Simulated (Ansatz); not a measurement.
Write a Python script for Ansatz 0.2.0 through its Python package that makes a convergence test of the plane-wave cutoff of InPt3C, space group Pm-3m. Use (first run): LDA, PAW, cutoff 300 eV, 6×6×6 k-points, Fermi-Dirac smearing of 0.05 eV. The script varies cutoff (eV): 300, 350, 400, 450, 500.

```cif
data_structure
_symmetry_space_group_name_H-M 'P 1'
_symmetry_Int_Tables_number 1
_cell_length_a 4.2586
_cell_length_b 4.2586
_cell_length_c 4.2586
_cell_angle_alpha 90.000
_cell_angle_beta 90.000
_cell_angle_gamma 90.000
_cell_volume 77.23
loop_
_atom_site_label
_atom_site_type_symbol
_atom_site_fract_x
_atom_site_fract_y
_atom_site_fract_z
_atom_site_occupancy
In1 In 0.00000 0.00000 0.00000 1
Pt1 Pt 0.50000 0.00000 0.50000 1
Pt2 Pt 0.50000 0.50000 0.00000 1
Pt3 Pt 0.00000 0.50000 0.50000 1
C1 C 0.50000 0.50000 0.50000 1
```

Script `inpt3c.py`:
```python
# -*- coding: utf-8 -*-
import csv

import ansatz

inpt3c = (
    ansatz.Lattice.of((4.258586, 0.0, 0.0), (0.0, 4.258586, 0.0), (0.0, 0.0, 4.258586))
    .atom("In", (0.0, 0.0, 0.0))
    .atom("Pt", (0.5, 0.0, 0.5))
    .atom("Pt", (0.5, 0.5, 0.0))
    .atom("Pt", (0.0, 0.5, 0.5))
    .atom("C", (0.5, 0.5, 0.5))
)

setup = (
    inpt3c.calculation()
    .kpoints(6)
    .occupations(ansatz.OccupationsMethod.FERMI_DIRAC, width=0.05)
    .functional("lda")
    .forces()
    .stress()
)

rows = []
for value in [300, 350, 400, 450, 500]:
    r = setup.basis(value).run(threads=1).report
    rows.append((value, r["free_energy_ev"] / len(r["lattice"]["sites"]), r["n_iterations"], sum(r["stress_gpa"][i][i] for i in range(3)) / 3, max(abs(f) for row in r["forces_ev_ang"] for f in row), r["n_pw"]))

with open("ecut.csv", "w", newline="") as handle:
    writer = csv.writer(handle)
    writer.writerow(["cutoff (eV)", "F/atom (eV)", "iterations", "P (GPa)", "max component (eV/A)", "plane waves"])
    writer.writerows([round(v, 5) if isinstance(v, float) else v for v in row] for row in rows)

for row in rows[:-1]:
    shift = 1000 * (row[1] - rows[-1][1])
    print(f"{row[0]}: {shift:+.2f} meV/atom" + ("  (within 2 meV)" if abs(shift) < 2 else ""))
```

```console
$ python inpt3c.py
DeckWarning: basis.ecutwfc = 300 eV is below the records' recommended 420 eV, and the density's cutoff is lower with it unless basis.ecutrho_ratio is high enough to keep the records' density cutoff: compare with a run at a higher cutoff
DeckWarning: basis.ecutwfc = 350 eV is below the records' recommended 420 eV, and the density's cutoff is lower with it unless basis.ecutrho_ratio is high enough to keep the records' density cutoff: compare with a run at a higher cutoff
DeckWarning: basis.ecutwfc = 400 eV is below the records' recommended 420 eV, and the density's cutoff is lower with it unless basis.ecutrho_ratio is high enough to keep the records' density cutoff: compare with a run at a higher cutoff
300: +142.20 meV/atom
350: +14.84 meV/atom
400: +2.79 meV/atom
450: +0.68 meV/atom  (within 2 meV)
```
(Warnings from the package without file and line.)

File `ecut.csv` afterwards:
```csv
cutoff (eV),F/atom (eV),iterations,P (GPa),max component (eV/A),plane waves
300,-8486.59302,6,-12.71186,0.0,925
350,-8486.72038,6,-12.361,0.0,1189
400,-8486.73242,6,-12.44219,0.0,1365
450,-8486.73454,6,-12.46655,0.0,1743
500,-8486.73522,6,-12.46959,0.0,1935
```

From 450 eV on it stays within 2 meV an atom of the value at 500 eV; the first row (300 eV) is off by 142.2 meV and the last but one by 0.68 meV. The energy falls steadily, as expected when plane waves are added. The pressure moves from -12.71 to -12.47 GPa (the program's stress holds a Pulay correction, so it settles early). The last run costs about 1.6 times the first.

What to keep in mind:
- For a metal this k-point mesh is coarse: on a finer one energies can move by several to tens of meV an atom and pressures by half a GPa or more, differences at one mesh by less.
- Forces vanish by symmetry here and test nothing.
- Pressure is positive in compression.
- Spin-orbit coupling, which matters for elements this heavy, is left out.
- The structure comes from a database of computed cells and needn't be a stable or known phase.
- Shifts are counted from the last row, which is itself no proven limit.
- It ran for 19 s on 1 thread of Arm Neoverse V1 (shared host), peak memory 0.32 GiB.
